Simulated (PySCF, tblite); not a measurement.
# 4-cyanopyridine n-oxide (C₆H₄N₂O): geometry, infrared bands, NMR shifts, spin-spin couplings, electronic excitations and core binding energies

What infrared bands, NMR shifts, spin-spin couplings, electronic excitations and core binding energies should 4-cyanopyridine n-oxide (C₆H₄N₂O) (`N#Cc1cc[n+]([O-])cc1`) show?

The runs use tblite 0.8.0 and PySCF 2.14.0, with density-fitted response routines of our own; the level of theory stands in each step. All values are computed, except where a source is named. Atoms are numbered from 0 throughout.

## (1) The starting structure

13 atoms, charge 0, multiplicity 1; geometry from: GFN2-xTB.

Bonds of the start (Å): N0–C1 1.15, C1–C2 1.41, C2–C3 1.40, C3–C4 1.37, C4–N5 1.36, N5–O6 1.25, N5–C7 1.36, C7–C8 1.37, C8–C2 1.40, C3–H9 1.08, C4–H10 1.08, C7–H11 1.08, C8–H12 1.08.

## (2) Vibrational analysis with GFN2-xTB

What the job is given:

```
{"job": {"kind": "ir", "xc": "GFN2-xTB", "basis": "xTB"}, "charge": 0, "multiplicity": 1}
N      3.609532    -0.571833    -0.077676
C      2.477504    -0.392535    -0.052701
C      1.084730    -0.171792    -0.022968
C      0.184663    -1.242332    -0.003620
C     -1.162596    -0.997679     0.022955
N     -1.665930     0.263856     0.030722
O     -2.898387     0.459138     0.052705
C     -0.797575     1.308148     0.014204
C      0.559317     1.124486    -0.011657
H      0.545809    -2.258897    -0.009250
H     -1.901359    -1.784390     0.039360
H     -1.257123     2.284747     0.023295
H      1.217028     1.979568    -0.023097
```

**Question.** This job is followed by: PBE0-D3(BJ)/def2-SVP geometry optimisation, gas phase; GIAO PBE0/pcSseg-1 NMR shielding, non-relativistic, gas phase; B3LYP/pcJ-1 indirect spin-spin coupling, non-relativistic, gas phase; TDDFT CAM-B3LYP/def2-SVPD, vertical, gas phase, core orbitals frozen in the response; GIAO KT3/pcSseg-1 NMR shielding, non-relativistic, gas phase; delta-SCF UKS SCAN, pcX-2 on the ionised atom, pcseg-1 elsewhere, spin-free X2C. Predict these results of the whole session: strongest single infrared mode (GFN2-xTB); zero-point energy (GFN2-xTB); point group; rotational constants (main isotopes); ¹³C shifts against TMS (PBE0/pcSseg-1, means over atoms taken as alike); ¹H shifts against TMS (PBE0/pcSseg-1, means over atoms taken as alike); ¹⁵N shifts against NH3 (PBE0/pcSseg-1); ¹⁷O shifts against H2O (PBE0/pcSseg-1); lowest singlet (CAM-B3LYP/def2-SVPD); brightest single state of those computed; lowest triplet; vertical ionisation energy (ΔSCF); vertical electron affinity (ΔSCF); range of the shift of N5; property runs in this session.

As calculated:

| quantity | value |
| --- | --- |
| strongest single infrared mode (GFN2-xTB) | 1618 cm⁻¹, 262 km/mol |
| zero-point energy (GFN2-xTB) | 55.7 kcal/mol |
| point group | C2v |
| rotational constants (main isotopes) | 5.88, 1.02, 0.87 GHz |
| ¹³C shifts against TMS (PBE0/pcSseg-1, means over atoms taken as alike) | 146.0, 136.1, 122.1, 105.6 ppm |
| ¹H shifts against TMS (PBE0/pcSseg-1, means over atoms taken as alike) | 8.13, 7.37 ppm |
| ¹⁵N shifts against NH3 (PBE0/pcSseg-1) | 350.0, 328.6 ppm |
| ¹⁷O shifts against H2O (PBE0/pcSseg-1) | 542.9 ppm |
| lowest singlet (CAM-B3LYP/def2-SVPD) | 4.17 eV (297 nm), f = 0.000 |
| brightest single state of those computed | state 10, 7.07 eV, f = 0.500 |
| lowest triplet | 2.31 eV |
| vertical ionisation energy (ΔSCF) | 8.90 eV |
| vertical electron affinity (ΔSCF) | 0.90 eV |
| range of the shift of N5 | 317.4 to 350.0 ppm |
| property runs in this session | 5, of which 1 failed and 1 gave unsound results |

**Reading.** No mode is imaginary among the 33: a minimum at this level. The strongest single mode, at 1618 cm⁻¹, has its largest shares on C7, C4, C8 and C3 (the list is cut at 4 atoms). Unscaled tight-binding wavenumbers are off by several per cent, some by more. Its intensities can rank the bands wrongly. Over 4 steps the energy fell by 0.049 eV; of the close pairs, N5–C7 changed most, 1.358 to 1.374 Å. At PBE0/pcSseg-1: The widest tensor belongs to O6: span 786 ppm, with a paramagnetic part of -605 ppm. NICS(1)zz of -20 ppm above the planar ring from C2 marks a diatropic (aromatic) ring current. The first singlet state (HOMO−1→LUMO 0.94) lies at 4.17 eV and is dark; of the 10 states computed, the strongest absorption comes from state 10 at 7.07 eV (the last computed, so partners may be missing). The lowest triplet lies 1.86 eV below the lowest singlet (triplets in Tamm-Dancoff, singlets in full TDDFT). The orbital energy would give 8.32 eV for ionisation, ΔSCF gives 8.90 eV. In ppm, N5 moves most: its shift spreads over 32.6 ppm, from 317.4 (KT3/pcSseg-1) to 350.0 (PBE0/pcSseg-1).
